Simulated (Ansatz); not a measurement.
# LiH: a single-point run

Aim: a sound single-point run of LiH. The structure is shown as the input types it.

Program: Ansatz 0.2.0. Level of theory: density functional or hybrid calculation with the settings of its input, plane waves (as first typed). These are calculated values, not measurements.

3 further runs of the same task are left out: 3 that didn't finish.

## (1) The system as given

It takes space group Fm-3m (No. 225, cubic). Conventional cell: a = 4.006 Å, b = 4.006 Å, c = 4.006 Å, α = 90.00°, β = 90.00°, γ = 90.00°. Around Li (site symmetry m-3m) lie 6 H at 2.00 Å. H (site symmetry m-3m) has 6 Li at 2.00 Å as nearest neighbours.

Structure file:

```cif
data_structure
_symmetry_space_group_name_H-M 'P 1'
_symmetry_Int_Tables_number 1
_cell_length_a 2.8327
_cell_length_b 2.8327
_cell_length_c 2.8327
_cell_angle_alpha 60.000
_cell_angle_beta 60.000
_cell_angle_gamma 60.000
_cell_volume 16.07
loop_
_atom_site_label
_atom_site_type_symbol
_atom_site_fract_x
_atom_site_fract_y
_atom_site_fract_z
_atom_site_occupancy
Li1 Li 0.00000 0.00000 0.00000 1
H1 H 0.50000 0.50000 0.50000 1
```

## (2) The run

The input, input.yaml:

```yaml
crystal:
  lattice:
    - [0.0, 2.0029948335, 2.0029948335]
    - [2.0029948335, 0.0, 2.0029948335]
    - [2.0029948335, 2.0029948335, 0.0]
  atoms:
    - { symbol: Li, position: [0.0, 0.0, 0.0] }
    - { symbol: H, position: [0.5, 0.5, 0.5] }
kpoints:
  mp_grid: { grid: [8, 8, 8] }
hamiltonian:
  xc: r2scan
scf:
  occupations: { method: fixed }
  n_extra_bands: 4
  convergence: { dr2_threshold: 0.01 }
  max_iter: 85
output:
  forces: true
  stress: true
  eigenvalues: true
```

On the command line:

```bash
ansatz run input.yaml --threads 4 --pin off --max-ram 3686MiB --backend cpu --events-out ev --progress --plain --runs-dir out
```

Q: Will this input give a usable result? If not, why, and what should change?

This run ends as converged, with warnings (force scf threshold loose, stress scf threshold loose). Its log warns: «scf.convergence.dr2_threshold = 1e-2 eV is looser than this run's default, which is 1e-7 eV or tighter. The error in the forces grows as the threshold's square root ...»

The threshold asked is loose, but the program put off the close and ended at dr2 = 3.5e-9, so little accuracy was lost here.

The test: delete scf.convergence.dr2_threshold (the default then holds).
